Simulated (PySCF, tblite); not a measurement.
# C₈H₉F₃O: infrared bands and NMR shifts

Wanted: the infrared bands and NMR shifts of C₈H₉F₃O (`CC#C[C@@H](CC)C(=O)C(F)(F)F`), by calculation.

The runs use tblite 0.8.0 and PySCF 2.14.0, with density-fitted response routines of our own; the level of theory stands in each step. All values are computed, except where a source is named. Atoms count from 0, in the outputs and in this text.

**1. Starting geometry**

21 atoms, charge 0, multiplicity 1; geometry from: GFN2-xTB.

Bonds of the start (Å): C0–C1 1.44, C1–C2 1.20, C2–C3 1.46, C3–C4 1.53, C4–C5 1.52, C3–C6 1.51, C6–O7 1.20, C6–C8 1.56, C8–F9 1.34, C8–F10 1.34, C8–F11 1.34, C0–H12 1.09, C0–H13 1.09, C0–H14 1.09, C3–H15 1.10, C4–H16 1.09, C4–H17 1.09, C5–H18 1.09, C5–H19 1.09, C5–H20 1.09.

**2. Harmonic vibrations with GFN2-xTB**

What the job is given:

```
{"job": {"kind": "ir", "xc": "GFN2-xTB", "basis": "xTB"}, "charge": 0, "multiplicity": 1}
C     -2.127838    -1.572480    -1.988674
C     -1.162017    -0.847425    -1.199483
C     -0.356100    -0.226511    -0.565269
C      0.628904     0.473495     0.252048
C     -0.020717     1.370047     1.312358
C     -0.785457     2.518831     0.670129
C      1.445954    -0.625053     0.879066
O      1.508556    -0.896106     2.041834
C      2.209830    -1.511819    -0.155749
F      2.536703    -0.842224    -1.271899
F      3.346366    -1.987054     0.358837
F      1.473986    -2.566038    -0.535317
H     -2.626931    -0.899188    -2.684350
H     -2.871095    -2.030205    -1.337308
H     -1.618424    -2.353789    -2.551165
H      1.271235     1.071208    -0.407279
H      0.763665     1.758101     1.964849
H     -0.694580     0.766061     1.922119
H     -1.574704     2.136187     0.027044
H     -1.235142     3.144090     1.436729
H     -0.121115     3.136814     0.069400
```

**Question.** This job is followed by: GIAO PBE0/pcSseg-1 NMR shielding, non-relativistic, gas phase. Predict these results of the whole session: strongest single infrared mode (GFN2-xTB); zero-point energy (GFN2-xTB); 13C shifts against TMS (PBE0/pcSseg-1); 1H shifts against TMS (PBE0/pcSseg-1, means over atoms taken as alike); 17O shifts against H2O (PBE0/pcSseg-1); 19F shifts against CFCl3 (PBE0/pcSseg-1, means over atoms taken as alike).

The runs gave:

| quantity | value |
| --- | --- |
| strongest single infrared mode (GFN2-xTB) | 1798 cm⁻¹, 375 km/mol |
| zero-point energy (GFN2-xTB) | 95.0 kcal/mol |
| 13C shifts against TMS (PBE0/pcSseg-1) | 196.5, 125.6, 95.3, 78.5, 44.5, 26.3, 13.7, 4.7 ppm |
| 1H shifts against TMS (PBE0/pcSseg-1, means over atoms taken as alike) | 3.61, 2.10, 1.68, 1.64, 1.21 ppm |
| 17O shifts against H2O (PBE0/pcSseg-1) | 644.4 ppm |
| 19F shifts against CFCl3 (PBE0/pcSseg-1, means over atoms taken as alike) | -84.5 ppm |

**Reading.** The lowest mode is slightly imaginary (11i cm⁻¹), a soft motion within the noise of the Hessian, so the minimum is not strictly shown. The strongest single mode, at 1798 cm⁻¹, moves mainly C6 and O7. GFN2-xTB is a fitted tight-binding method: band positions and strengths are rough. Its intensities can rank the bands wrongly. The most deshielded carbon is C6 (ketone carbonyl carbon), at 196.5 ppm: low-lying n→π* states of the double bond to the heteroatom give a large paramagnetic term (-262 ppm). At PBE0/pcSseg-1: Shielding is most anisotropic at O7 (span 1256 ppm, paramagnetic term -706 ppm).
